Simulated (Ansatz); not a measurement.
**CH₈S₂Si₂: one species, many methods**

One table from this session's results is given with a row withheld; the runs are named, their logs left out.

The runs use Ansatz 0.2.0, Gaussian basis; functionals in def2-TZVPP, the program's frozen cores in correlated methods.

The runs, in order: PBE-D4, r2SCAN-D4, PBE0-D4, B3LYP-D4, ωB97X-V, ωB97M-V, B2PLYP; CCSD(T)/def2-TZVPP; MP2/def2-QZVPP; extrapolation to the limit.

### Structure used throughout

The geometry comes from an earlier relaxation with PBE0-D4 in a triple-zeta def2 set; it is a stationary point, not always the lowest conformer.

SMILES `CS[SiH2][SiH2]S`, 13 atoms, charge 0, spin multiplicity 1.

Atoms are counted from 1 here; the program's logs count them from 0.

Bond lengths: C1–S2 1.816 Å, C1–H6 1.091 Å, C1–H7 1.090 Å, C1–H8 1.089 Å, S2–Si3 2.137 Å, Si3–Si4 2.347 Å, Si3–H9 1.490 Å, Si3–H10 1.485 Å, Si4–S5 2.140 Å, Si4–H11 1.490 Å, Si4–H12 1.487 Å, S5–H13 1.353 Å. Angles: S2–C1–H6 111.2°, S2–C1–H7 111.0°, S2–C1–H8 106.7°, H6–C1–H7 110.1°, H6–C1–H8 108.8°, H7–C1–H8 108.9°, C1–S2–Si3 99.6°, S2–Si3–Si4 108.2°, S2–Si3–H9 110.8°, S2–Si3–H10 105.2°, Si4–Si3–H9 111.4°, Si4–Si3–H10 111.4°, H9–Si3–H10 109.7°, Si3–Si4–S5 106.1°, Si3–Si4–H11 110.7°, Si3–Si4–H12 112.2°, S5–Si4–H11 111.5°, S5–Si4–H12 109.0° and more.

The first run:

The input, in.yaml:

```yaml
crystal:
  periodic: [false, false, false]
  atoms:
    - {symbol: C, position_ang: [-1.556095, 1.017841, 0.848787]}
    - {symbol: S, position_ang: [0.159197, 1.601277, 0.972925]}
    - {symbol: Si, position_ang: [1.181851, -0.271838, 0.866398]}
    - {symbol: Si, position_ang: [0.628936, -1.294132, -1.172288]}
    - {symbol: S, position_ang: [0.488452, 0.284755, -2.609440]}
    - {symbol: H, position_ang: [-1.742244, 0.542267, -0.114950]}
    - {symbol: H, position_ang: [-1.793853, 0.327977, 1.658157]}
    - {symbol: H, position_ang: [-2.192894, 1.897526, 0.935543]}
    - {symbol: H, position_ang: [0.820477, -1.137458, 2.024095]}
    - {symbol: H, position_ang: [2.626220, 0.068387, 0.926708]}
    - {symbol: H, position_ang: [-0.654100, -2.042179, -1.055283]}
    - {symbol: H, position_ang: [1.666291, -2.262080, -1.615773]}
    - {symbol: H, position_ang: [0.388260, 1.232758, -1.649981]}
basis:
  gaussian: {orbitals: def2-TZVPP}
hamiltonian: {xc: pbe, dispersion: d4}
output: {forces: true, orbitals: {seedname: orbitals}}
```

On the command line:

```sh
$ ansatz run in.yaml --threads 4 --pin off --events-out ev --progress --plain --max-ram 10444MiB
```

Among the steps run: PBE-D4 (GGA); r2SCAN-D4 (meta-GGA); PBE0-D4 (hybrid); B3LYP-D4 (hybrid); ωB97X-V (range-separated); ωB97M-V (range-separated); B2PLYP (double hybrid); CCSD(T) in def2-TZVPP; MP2 in def2-QZVPP.

One table of the session follows, with a row left open; its other results are not shown here.

It belongs to the step «Atomisation energies». 

| method | atomisation energy (eV) |
| --- | --- |
| PBE-D4 | 43.304 |
| r2SCAN-D4 | 43.223 |
| PBE0-D4 | 42.989 |
| B3LYP-D4 | 42.954 |
| ωB97X-V | 43.444 |
| ωB97M-V | 43.246 |
| B2PLYP | ? |
| HF/def2-TZVPP | 31.760 |
| MP2/def2-TZVPP | 41.954 |
| CCSD/def2-TZVPP | 41.273 |
| CCSD(T)/def2-TZVPP | 41.865 |
| MP2/CBS | 43.214 |
| CCSD(T)/CBS | 43.124 |

**Question.** Estimate the row for B2PLYP.

The run gave: atomisation energy (eV): 42.258. In the column «atomisation energy (eV)» it lies between MP2/def2-TZVPP (41.954) and B3LYP-D4 (42.954).
